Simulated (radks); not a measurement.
**Gd⁺ with its nuclear charge varied continuously**

Aim: the energy of 63 electrons in [Xe] 4f7 5d1 6s1 as the nuclear charge moves through non-integer values, and a test of dE/dZ = E(electron-nucleus)/Z.

Program: radks (a radial shooting solver on a logarithmic mesh, Libxc functionals) version 1. Level of theory: Dirac Kohn-Sham, PBE, spin-unpolarised, spherical densities, finite nucleus; open shells are shared between the two j in proportion to 2j + 1. These are calculated values, not measurements, unless marked.

## (1) The system

- element: gadolinium (Z = 64)
- charge: +1
- electrons: 63
- configuration: [Xe] 4f7 5d1 6s1
- nuclear rms radius: 5.1569 fm

Outer shells as boxes (Hund's rule):

Gd⁺
```
[Xe] core
4f [↑ ][↑ ][↑ ][↑ ][↑ ][↑ ][↑ ]
5d [↑ ][  ][  ][  ][  ]
6s [↑ ]
```

## (2) Z = 64

Settings of this run:

```text
Z 64
configuration [Xe] 4f7 5d1 6s1
relativity Dirac
functional pbe,pbe
spin unpolarised
j_filling average
nucleus finite rms 5.1569 fm
c 137.035999084
```

## (3) Z = 63.5

Changes since step 2:

```diff
@@ -1,2 +1,2 @@
-Z 64
+Z 63.5
 configuration [Xe] 4f7 5d1 6s1
```

## (4) Z = 64.5

Changes since step 3:

```diff
@@ -1,2 +1,2 @@
-Z 63.5
+Z 64.5
 configuration [Xe] 4f7 5d1 6s1
```

## (5) Z = 65

Changes since step 4:

```diff
@@ -1,2 +1,2 @@
-Z 64.5
+Z 65
 configuration [Xe] 4f7 5d1 6s1
```

Before running it: what results should come out? Wanted: for each run, Z; E; E(electron-nucleus)/Z; highest level; its energy; <r>.

**Answer**, as computed:

```tsv
Z	E (hartree)	E(electron-nucleus)/Z (hartree)	highest level	its energy (eV)	<r> (bohr)
63.5	-11063.8926	-427.689	5d5/2	-4.164	2.989
64	-11278.9837	-432.675	5d5/2	-8.276	2.588
64.5	-11496.5670	-437.659	6s1/2	-13.003	3.403
65	-11716.6437	-442.649	6s1/2	-17.114	3.191
```

What this shows: At Z = 64 the central difference of E is -432.674 hartree, against -432.675 from the Hellmann-Feynman theorem. The top level goes from -4.164 eV at Z = 63.5 to -17.114 eV at Z = 65. Between Z = 64 and 64.5 the top level changes from 5d5/2 to 6s1/2, so the curve of the top level has a kink there, while E(Z) stays smooth.
